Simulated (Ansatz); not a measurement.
# MoSi6: the cost of one run

Program: Ansatz 0.2.0, Gaussian basis. Level of theory: as each input shows. These are calculated values, not measurements.

Levels to be run: PBE-D4/def2-TZVPD, r2SCAN-D4/def2-TZVPD, r2SCAN0-D4/def2-TZVPD, PBE-QIDH/def2-TZVPD, MP2/def2-TZVPD, RPA/def2-TZVPD.

6 further runs of the same task are left out: 2 that didn't finish, 4 set aside as unsound or not needed.

**1. The geometry**

The geometry is that of the doublet, from an earlier relaxation (PBE-D4/def2-SVPD). At that level it is the lowest of the isomers that a small search found.

7 atoms, charge -1, spin multiplicity 2.

Atoms are counted from 1 here; the program's logs count them from 0.

Bond lengths: Mo1–Si2 2.675 Å, Mo1–Si3 2.675 Å, Mo1–Si4 2.437 Å, Mo1–Si5 2.437 Å, Mo1–Si6 2.675 Å, Mo1–Si7 2.438 Å, Si2–Si4 2.338 Å, Si2–Si5 2.338 Å, Si3–Si4 2.339 Å, Si3–Si7 2.338 Å, Si5–Si6 2.339 Å, Si6–Si7 2.338 Å. Angles: Si2–Mo1–Si3 82.6°, Si2–Mo1–Si4 54.2°, Si2–Mo1–Si5 54.2°, Si2–Mo1–Si6 82.6°, Si2–Mo1–Si7 119.0°, Si3–Mo1–Si4 54.2°, Si3–Mo1–Si5 119.0°, Si3–Mo1–Si6 82.6°, Si3–Mo1–Si7 54.2°, Si4–Mo1–Si5 108.3°, Si4–Mo1–Si6 119.0°, Si4–Mo1–Si7 108.3°, Si5–Mo1–Si6 54.2°, Si5–Mo1–Si7 108.3°, Si6–Mo1–Si7 54.2°, Mo1–Si2–Si4 57.7°, Mo1–Si2–Si5 57.7°, Si4–Si2–Si5 115.3° and more.

Mo takes a core potential in the def2 sets. No spin-orbit coupling is included. The ion is computed in the gas phase, without counter-ions or solvent.

PBE0-D4/def2-TZVPD was run before; its log isn't repeated, and its numbers join the tables.

**2. PBE-D4/def2-TZVPD**

start.molden holds the orbitals of an earlier run on this state, given as this run's starting guess.

The input, in.yaml:

```yaml
crystal:
  periodic: [false, false, false]
  atoms:
    - {symbol: Mo, position_ang: [-1.021322, -0.432367, 0.066107]}
    - {symbol: Si, position_ang: [0.977150, -0.960934, -1.631371]}
    - {symbol: Si, position_ang: [-0.230840, 2.091434, -0.333980]}
    - {symbol: Si, position_ang: [-0.674430, 0.626245, -2.101812]}
    - {symbol: Si, position_ang: [0.666985, -2.167748, 0.347407]}
    - {symbol: Si, position_ang: [0.967601, -0.404961, 1.854385]}
    - {symbol: Si, position_ang: [-0.685144, 1.248322, 1.799263]}
basis:
  gaussian: {orbitals: def2-TZVPD, initial_orbitals: start.molden}
total_charge: -1
magnetization: {spin_polarized: true, initial_magnetization: 1}
hamiltonian: {xc: pbe, dispersion: d4}
scf: {omitted_lower_state_checks: [starts]}
output: {forces: true, orbitals: {seedname: orbitals}}
```

Run with:

```sh
$ ansatz run in.yaml --threads 4 --pin off --events-out ev --progress --plain --max-ram 8704MiB
```

**Question.** How long does this run take on 4 threads of Arm Neoverse V1, shared host, and how much memory does it need?

About 15 s, with a peak of 0.8 GiB.
